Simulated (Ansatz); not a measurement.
# AlFGeH4: how energies converge with the basis set

One table from this session's results is given with a row withheld; the runs are named, their logs left out.

Program: Ansatz 0.2.0, Gaussian basis. Level of theory: one geometry, several basis sets. These are calculated values, not measurements.

Plan: PBE0-D4/def2-SVP; ωB97M-V/def2-SVP; PBE0-D4/def2-QZVPP; ωB97M-V/def2-QZVPP; the functionals' def2-TZVPP values are taken from earlier runs.

**Structure used throughout**

All runs share one geometry, relaxed beforehand with PBE0-D4 in a triple-zeta def2 set.

SMILES `[F][AlH][GeH3]`, 7 atoms, charge 0, spin multiplicity 1.

Atoms are counted from 1 here; the program's logs count them from 0.

Bond lengths: F1–Al2 1.652 Å, Al2–Ge3 2.469 Å, Al2–H4 1.581 Å, Ge3–H5 1.542 Å, Ge3–H6 1.538 Å, Ge3–H7 1.540 Å. Angles: F1–Al2–Ge3 116.8°, F1–Al2–H4 116.2°, Ge3–Al2–H4 126.9°, Al2–Ge3–H5 110.5°, Al2–Ge3–H6 112.6°, Al2–Ge3–H7 111.5°, H5–Ge3–H6 107.3°, H5–Ge3–H7 106.7°, H6–Ge3–H7 107.9°.

Coordinates:

```
atom    x (Å)    y (Å)    z (Å)
  F1  -2.0020  -1.4878   0.7165
 Al2  -0.4915  -1.3271   0.0666
 Ge3   0.4282   0.9603  -0.0651
  H4   0.2040  -2.6599  -0.4226
  H5   0.0957   1.5992  -1.4280
  H6  -0.1364   1.8870   1.0248
  H7   1.9633   0.9602   0.0623
```

Set-up of the first run:

Contents of in.yaml:

```yaml
crystal:
  periodic: [false, false, false]
  atoms:
    - {symbol: F, position_ang: [-2.002038, -1.487760, 0.716483]}
    - {symbol: Al, position_ang: [-0.491467, -1.327136, 0.066551]}
    - {symbol: Ge, position_ang: [0.428226, 0.960289, -0.065095]}
    - {symbol: H, position_ang: [0.203956, -2.659855, -0.422582]}
    - {symbol: H, position_ang: [0.095684, 1.599173, -1.428005]}
    - {symbol: H, position_ang: [-0.136399, 1.886993, 1.024774]}
    - {symbol: H, position_ang: [1.963338, 0.960195, 0.062272]}
basis:
  gaussian: {orbitals: def2-SVP}
hamiltonian: {xc: pbe0, dispersion: d4}
output: {orbitals: {seedname: orbitals}}
```

Launch:

```bash
$ ansatz run in.yaml --threads 2 --pin off --events-out ev --progress --plain --max-ram 22528MiB --backend cpu
```

Steps of the session up to this table: PBE0-D4 in def2-SVP; ωB97M-V in def2-SVP; PBE0-D4 in def2-QZVPP; ωB97M-V in def2-QZVPP.

One of the session's tables, all rows but one given; the rest of the session is left out.

It belongs to the step «Density functionals: the series». 

| functional | basis | HOMO (eV) | LUMO (eV) |
| --- | --- | --- | --- |
| PBE0-D4 | def2-SVP | -7.83 | -1.65 |
| PBE0-D4 | def2-TZVPP | -7.86 | -1.74 |
| PBE0-D4 | def2-QZVPP | -7.87 | -1.76 |
| ωB97M-V | def2-SVP | -9.81 | 0.09 |
| ωB97M-V | def2-TZVPP | ? | ? |
| ωB97M-V | def2-QZVPP | -9.88 | -0.21 |

Estimate the missing values for ωB97M-V, def2-TZVPP.

As computed: HOMO (eV): -9.87; LUMO (eV): -0.08. In the column «HOMO (eV)» it lies between ωB97M-V, def2-QZVPP (-9.88) and ωB97M-V, def2-SVP (-9.81).
